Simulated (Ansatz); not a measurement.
# CH2FI: a rigid scan of the bond length C2–H5

An exercise on one series of results from a longer session: the logs are not shown, and one member is left open.

Method: single points in def2-TZVPP; program: Ansatz 0.2.0, Gaussian basis.

Levels: PBE-D4, r2SCAN-D4, PBE0-D4, B3LYP-D4, wB97M-V, Hartree-Fock, MP2, CCSD, CCSD(T). The scan takes 0.957, 0.995, 1.051, 1.115, 1.187, 1.264, 1.347, 1.433, 1.523 Å.

Cores are frozen in the correlated methods. Filled d shells of the heavier atoms are correlated. Core potentials replace the inner electrons past krypton, and spin-orbit coupling is left out. B3LYP uses VWN-RPA correlation.

19 further runs of the same task are left out: 19 set aside as unsound or not needed.

## The starting structure

The minimum, relaxed at PBE0-D4: SMILES `FCI`, 5 atoms, charge 0, spin multiplicity 1.

Atoms are counted from 1 here; the program's logs count them from 0.

Bond lengths: F1–C2 1.353 Å, C2–I3 2.142 Å, C2–H4 1.088 Å, C2–H5 1.088 Å. Angles: F1–C2–I3 111.0°, F1–C2–H4 109.9°, F1–C2–H5 109.9°, I3–C2–H4 106.6°, I3–C2–H5 106.6°, H4–C2–H5 112.7°.

As a file:

| atom | x (Å) | y (Å) | z (Å) |
| --- | --- | --- | --- |
| F1 | 1.1963 | 0.7109 | -0.1755 |
| C2 | 0.1606 | -0.1141 | 0.1034 |
| I3 | -1.6323 | 0.5479 | -0.8642 |
| H4 | 0.3681 | -1.1120 | -0.2772 |
| H5 | -0.0427 | -0.1062 | 1.1722 |

Energies of the minimum (eV), from earlier single points: PBE-D4 -11884.63067, r2SCAN-D4 -11890.23514, PBE0-D4 -11885.37827, B3LYP-D4 -11891.66043, wB97M-V -11887.09569, CCSD(T) -11866.92963.

At the minimum the bond length C2–H5 is 1.088 Å.

Set-up of the first run:

File ccsdt-tzvpp/in.yaml:

```yaml
crystal:
  periodic: [false, false, false]
  atoms:
    - {symbol: F, position_ang: [1.196254, 0.710859, -0.175539]}
    - {symbol: C, position_ang: [0.160617, -0.114144, 0.103400]}
    - {symbol: I, position_ang: [-1.632294, 0.547931, -0.864187]}
    - {symbol: H, position_ang: [0.368116, -1.111996, -0.277239]}
    - {symbol: H, position_ang: [-0.018221, -0.107200, 1.043516]}
basis:
  gaussian: {orbitals: def2-TZVPP}
correlation: {method: ccsd_t}
```

No record of the launch command was kept for these runs.

Among the steps run: C2–H5 = 0.957 Å; C2–H5 = 0.995 Å; C2–H5 = 1.051 Å; C2–H5 = 1.115 Å; C2–H5 = 1.187 Å; C2–H5 = 1.264 Å; C2–H5 = 1.347 Å; C2–H5 = 1.433 Å; C2–H5 = 1.523 Å.

One of the session's tables, all rows but one given; the rest of the session is left out.

Energies less that of the minimum at the same level (kcal/mol):

```
bond length (Å)  PBE-D4  PBE0-D4  B3LYP-D4  wB97M-V  Hartree-Fock
          0.957     9.4      8.6       8.3      8.3           7.4
          0.995     4.6      4.0       3.8      3.8           3.1
          1.051     0.8      0.5       0.5      0.5           0.2
1.088 (minimum)     0.0      0.0       0.0      0.0           0.0
          1.115     0.1      0.3       0.3      0.3           0.6
          1.187     2.5      3.3       3.3      3.4           4.5
          1.264     7.5      8.9       8.9      9.2          11.2
          1.347    14.6     16.7      16.4     17.0          20.2
          1.433       ?        ?         ?        ?             ?
          1.523    31.6     35.5      34.6     36.2          42.1
```

**Question.** Estimate the row for bond length (Å) = 1.433.

Worked estimate for «PBE-D4». A straight line through the neighbours (1.347, 14.6) and (1.523, 31.6) gives 14.6 + (31.6 − 14.6) × (1.433 − 1.347) / (1.523 − 1.347) = 22.9; a parabola fitted to 3 rows on both sides gives 22.6.

**Answer.** PBE-D4: 22.7; PBE0-D4: 25.6; B3LYP-D4: 25.1; wB97M-V: 26.2; Hartree-Fock: 30.7. In «PBE-D4» the line misses by +0.2 and the parabola by -0.1.

Limits of these values: A polynomial through the near points puts the CCSD(T) minimum 0.003 Å below the PBE0-D4 value.
